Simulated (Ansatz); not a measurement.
This script makes a check of PAW against all-electron LAPW of Cu, space group I4/mmm with Ansatz 0.2.0 through its Python package.

The script, `paw_lapw_cu.py`:
```python
# -*- coding: utf-8 -*-
'''Checking the PAW result for Cu with LAPW.'''

import logging
import sys

import ansatz as az
import numpy as np
import pandas as pd

logging.basicConfig(stream=sys.stdout, format='%(levelname)s:%(name)s:%(message)s')
logger = logging.getLogger('run')
logger.setLevel(logging.INFO)


def count_gap(report):
    # lowest empty less highest filled band, counting bands; zero where they overlap
    return max(report.get('gap_by_band_count_ev') or 0.0, 0.0)

lattice = az.Lattice.of(
    (-1.442793, 1.442793, 1.376081),
    (1.442793, -1.442793, 1.376081),
    (1.442793, 1.442793, -1.376081),
)
sites = [
    ('Cu', (0.0, 0.0, 0.0)),
]
cu = az.Crystal(lattice=lattice)
for symbol, position in sites:
    cu = cu.atom(symbol, position)

setup = cu.calculation()
setup = setup.functional(az.Functional.LDA).kpoints(15)
setup = setup.occupations('fermi_dirac', width=100 * az.meV)
setup = setup.scf(tolerance=1e-10)
setup = setup.stress().forces()
setup = setup.band_table()
variants = {
    'PAW': setup.pseudopotentials('paw'),
    'LAPW': setup.pseudopotentials('all_electron', lapw=True),
}
# totals differ by the cores that each treatment holds, so compare what does not depend on them
rows = []
for label, variant in variants.items():
    data = variant.run(threads=1).report
    levels = np.array(data['eigenvalues_ev'][0]) - data['fermi_energy_ev']
    print(label, 'levels at the first k-point near E_F:', np.round(levels[np.abs(levels) < 5], 3))
    rows.append((label, data['n_electrons'], np.trace(data['stress_gpa']) / 3, count_gap(data)))
print(pd.DataFrame(rows, columns=['treatment', 'electrons in bands', 'P GPa', 'gap by band count eV']).round(4).to_string(index=False))
```

How well do the two treatments of the cores agree on the pressure?

PAW gives -7.767 GPa and LAPW -7.789 GPa, 0.021 GPa apart. They took 2.1 and 26.2 s of processor time.

What the script printed:

```console
$ python paw_lapw_cu.py
DeckWarning: basis.ecutwfc = 420 eV, auto-derived from the records' recommended cutoffs: set by Cu (normal level)
PAW levels at the first k-point near E_F: [-3.299 -3.098 -3.098 -2.197 -1.984]
LAPW levels at the first k-point near E_F: [-3.298 -3.097 -3.097 -2.197 -1.984]
treatment  electrons in bands   P GPa  gap by band count eV
      PAW                19.0 -7.7675                   0.0
     LAPW                19.0 -7.7889                   0.0
```
(Warnings from the package without file and line.)

The mesh is modest for a metal, so energies can be off by several to tens of meV an atom and pressures by half a GPa or more; differences at equal mesh fare better. A gap by band count of zero or less means overlapping bands, a metal, and at an odd count of electrons it is no gap at all. At these settings the cell as given stands under about -8 GPa, so it isn't at this functional's equilibrium volume. This isn't the structure that Cu takes at ambient conditions. Levels are Kohn-Sham eigenvalues on this mesh. Pressure is positive in compression; the treatments may keep other shells as core, so totals and counts of electrons can differ. Finished in 31 s on 1 thread of Intel(R) Xeon(R) Processor @ 2.30GHz, on a shared host, peak memory 0.76 GiB.
